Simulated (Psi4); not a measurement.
# SnH2O2 (SMILES [OH][Sn][OH]) at wB97X-D/def2-QZVPD (density fitting, core potential, sweep point 6)

What is the vertical electron affinity of SnH2O2 at wB97X-D/def2-QZVPD (density fitting, core potential, sweep point 6)? 

The results are computed with Psi4 1.11.

## Step 1: Starting point

SnH2O2 has 5 atoms, charge 0, and is taken as a singlet. SMILES: `[OH][Sn][OH]`. The shape is that of a PBE0-D4/def2-TZVP optimisation. This is one conformer, not always the lowest.

Bond lengths: O1–Sn2 1.987 Å, Sn2–O3 1.966 Å, O1–H4 0.960 Å, O3–H5 0.964 Å. Angles: O1–Sn2–O3 91.9°, Sn2–O1–H4 116.9°, Sn2–O3–H5 111.9°.

## Step 2: The energy at wB97X-D/def2-QZVPD (density fitting, core potential, sweep point 6)

File run.py:

```python
import psi4

psi4.set_memory(1600000000)
psi4.set_num_threads(1)
psi4.set_output_file('run.log', False)

mol = psi4.geometry("""
0 1
O     -1.86005742     0.33599330    -1.15991390
Sn    -0.29045091    -1.78371249     1.51348165
O      2.95137426     0.00548021     1.20205479
H     -3.59274731    -0.01058247    -1.57111830
H      2.88598974     1.31354863    -0.06292788
units bohr
symmetry c1
""")

psi4.set_options({
    'puream': True,
    'scf_type': 'df',
    'dft_radial_points': 99,
    'dft_spherical_points': 590,
})

E, wfn = psi4.energy('wb97x-d/def2-QZVPD', molecule=mol, return_wfn=True)
print(f'total energy {E:.8f} hartree = {E * 27.211386:.5f} eV')
```

Run with:

```console
python run.py
```

run.log (excerpt; [...] marks lines left out):

```text
[...]
    !!!  WARNING: ECP capability is in beta. Please check occupations closely.  !!!
[...]
  Running in c1 symmetry.
[...]
  Nuclear repulsion =  127.037901338857409
[...]
  Multiplicity = 1
[...]
  Nalpha       = 20
  Nbeta        = 20
[...]
    Number of basis functions: 286
[...]
   @DF-RKS iter   1:  -365.58615570526155   -1.50757e+00   4.21956e-03 ADIIS/DIIS
[...]
   @DF-RKS iter   9:  -366.11357406648835   -1.22501e-07   9.00025e-07 DIIS
[...]
    Orbital Energies [Eh]
    ---------------------
    Doubly Occupied:
       1A    -19.235000     2A    -19.229237     3A     -5.211614
       4A     -3.553643     5A     -3.546373     6A     -3.543010
       7A     -1.140052     8A     -1.133591     9A     -1.120452
      10A     -1.117438    11A     -1.111837    12A     -1.057427
      13A     -1.027323    14A     -0.601491    15A     -0.550538
      16A     -0.467013    17A     -0.411481    18A     -0.411112
      19A     -0.383931    20A     -0.344359
[...]
  @DF-RKS Final Energy:  -366.11357406648835
   => Energetics <=
    Nuclear Repulsion Energy =            127.0379013388574094
    One-Electron Energy =                -839.1183614248392360
    Two-Electron Energy =                 371.0208966794460252
    DFT Exchange-Correlation Energy =     -25.0531696314797543
    Empirical Dispersion Energy =          -0.0008410284727940
    VV10 Nonlocal Energy =                  0.0000000000000000
    Total Energy =                       -366.1135740664883542
[...]
 Multipole Moments:
 ------------------------------------------------------------------------------------
     Multipole            Electronic (a.u.)      Nuclear  (a.u.)        Total (a.u.)
 ------------------------------------------------------------------------------------
 L = 1.  Multiply by 2.5417464519 to convert [e a0] to [Debye]
 Dipole X            :         -7.2032247            6.3334203           -0.8698044
 Dipole Y            :        -19.1329486           18.6165279           -0.5164208
 Dipole Z            :         15.0284798          -14.9107793            0.1177005
 Magnitude           :                                                    1.0183828
[...]
```

Standard output:

```text
total energy -366.11357407 hartree = -9962.45778 eV
```

It took 40 s on 1 thread of Intel Xeon Platinum 8488C (Sapphire Rapids), shared host; peak memory 1.3 GiB.

## Step 3: The doublet anion, same level

File job.py:

```python
import psi4

psi4.set_memory(1600000000)
psi4.set_num_threads(1)
psi4.core.set_output_file('output.dat', False)

m = psi4.geometry("""
-1 2
O     -1.86005742     0.33599330    -1.15991390
Sn    -0.29045091    -1.78371249     1.51348165
O      2.95137426     0.00548021     1.20205479
H     -3.59274731    -0.01058247    -1.57111830
H      2.88598974     1.31354863    -0.06292788
units bohr
symmetry c1
""")

psi4.set_options(dict(reference='uks', puream=True, scf_type='df', dft_radial_points=99, dft_spherical_points=590, maxiter=100))

result, w = psi4.energy("wb97x-d/def2-QZVPD", molecule=m, return_wfn=True)
print('E =', round(result, 9))
```

Run with:

```console
python job.py
```

output.dat (excerpt; [...] marks lines left out):

```text
[...]
    !!!  WARNING: ECP capability is in beta. Please check occupations closely.  !!!
[...]
  Running in c1 symmetry.
[...]
  Nuclear repulsion =  127.037901338857409
[...]
  Multiplicity = 2
[...]
  Nalpha       = 21
  Nbeta        = 20
[...]
    Number of basis functions: 286
[...]
   @DF-UKS iter   1:  -365.43161636904506   -1.35303e+00   4.56074e-03 ADIIS/DIIS
[...]
   @DF-UKS iter  11:  -366.12127058429013   -5.91208e-07   4.39854e-07 DIIS
[...]
   @S^2 Observed:                7.532683405E-01
[...]
    Orbital Energies [Eh]
    ---------------------
    Alpha Occupied:
       1A    -19.041082     2A    -19.034968     3A     -4.979317
       4A     -3.316706     5A     -3.316133     6A     -3.313575
       7A     -0.923942     8A     -0.909468     9A     -0.886114
      10A     -0.885135    11A     -0.883292    12A     -0.855559
      13A     -0.828677    14A     -0.405331    15A     -0.361715
      16A     -0.275576    17A     -0.225982    18A     -0.222821
      19A     -0.201697    20A     -0.146652    21A     -0.000402
    Alpha Virtual:
      22A      0.163133    23A      0.176143    24A      0.179405
      25A      0.214527    26A      0.216802    27A      0.219886
[...]
  @DF-UKS Final Energy:  -366.12127058429013
   => Energetics <=
    Nuclear Repulsion Energy =            127.0379013388574094
    One-Electron Energy =                -847.5312260526939099
    Two-Electron Energy =                 379.5156265170930396
    DFT Exchange-Correlation Energy =     -25.1427313590738635
    Empirical Dispersion Energy =          -0.0008410284727940
    VV10 Nonlocal Energy =                  0.0000000000000000
    Total Energy =                       -366.1212705842901300
[...]
 Multipole Moments:
 ------------------------------------------------------------------------------------
     Multipole            Electronic (a.u.)      Nuclear  (a.u.)        Total (a.u.)
 ------------------------------------------------------------------------------------
 L = 1.  Multiply by 2.5417464519 to convert [e a0] to [Debye]
 Dipole X            :         -6.8727997            6.3334203           -0.5393794
 Dipole Y            :        -18.5690193           18.6165279            0.0475086
 Dipole Z            :         14.6350658          -14.9107793           -0.2757134
 Magnitude           :                                                    0.6076225
[...]
```

The script printed:

```text
E = -366.121270584
```

Run time: 1.9 min. Hardware: 1 thread of Intel Xeon Platinum 8488C (Sapphire Rapids), shared host; peak memory 1.4 GiB.

## Step 4: Summary of results

Level: wB97X-D/def2-QZVPD (density fitting, core potential, sweep point 6).

| quantity | value |
| --- | --- |
| singlet SnH2O2: total energy | -366.11357 Eh |
| singlet SnH2O2: dipole moment | 2.59 D |
| singlet SnH2O2: HOMO energy | -9.37 eV |
| singlet SnH2O2: LUMO energy | -0.46 eV |
| singlet SnH2O2: HOMO–LUMO gap | 8.91 eV |
| singlet SnH2O2: dispersion energy | -2.21 kJ/mol |
| doublet anion: total energy | -366.12127 Eh |
| doublet anion: HOMO energy (highest over α and β) | -0.01 eV |
| doublet anion: LUMO energy (lowest over α and β) | 4.44 eV |
| doublet anion: dispersion energy | -2.21 kJ/mol |
| doublet anion: ⟨S²⟩ | 0.753 |
| vertical electron affinity (to the doublet anion) | 0.209 eV |

In words: At fixed nuclei the extra electron is bound by 0.21 eV (4.8 kcal/mol).
